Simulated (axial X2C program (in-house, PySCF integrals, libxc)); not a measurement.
# BrAs⁺: EOM-EA-CCSD levels

Wanted for BrAs⁺: EOM-EA-CCSD levels, at the two-component level.

The runs use an in-house X2C program for linear molecules on PySCF integrals; two-component X2C with atomic mean-field terms, Br dyall-acv3z, As dyall-acv3z.

All values are calculated.

## (1) The job

Input file task.json:

```json
{"zs": [35, 33], "q": 1, "bas": ["dyall-acv3z", "dyall-acv3z"], "r0": 2.35, "eom": "ea", "thr": -2.0, "nmax": 92, "grid": [1, 0.96, 1.045, 0.92, 1.09, 1.15]}
```

Keys: zs atomic numbers; q charge; bas basis sets; r0 starting distance in Å; eom kind of EOM run; thr threshold in hartree for freezing inner shells (an s shell follows its p shell); nmax most natural virtual spinors; grid distances as factors.

The run is started by

```
python soeom.py task.json out
```

Further steps of the session: EOM-EA-CCSD at 2.183 Å.

What does the calculation give? Wanted: next root led by one particle; T1 of the reference; lowest state, Re and ωe.

**Answer**, as computed:

```
                     quantity                            value
       lowest root at 2.183 Å               Ω = 1/2, 15.615 eV
next root led by one particle  Ω = 3/2, about 1890 cm⁻¹ higher
          T1 of the reference                            0.041
      lowest state, Re and ωe                2.184 Å, 389 cm⁻¹
```

In words: The added electron is bound by 15.62 eV in a spinor of 72% As pπ, 13% Br pπ, 8% Br dπ. Errors of 0.1 to 0.3 eV are usual at this size, and roots led by higher excitations are left out, so the list is incomplete, and low states of that kind can be missing. T1 or the largest double amplitude of the reference is raised, which lowers the reliability. The bond is 0.074 Å longer than in the closed-shell reference at CCSD (2.110 Å).
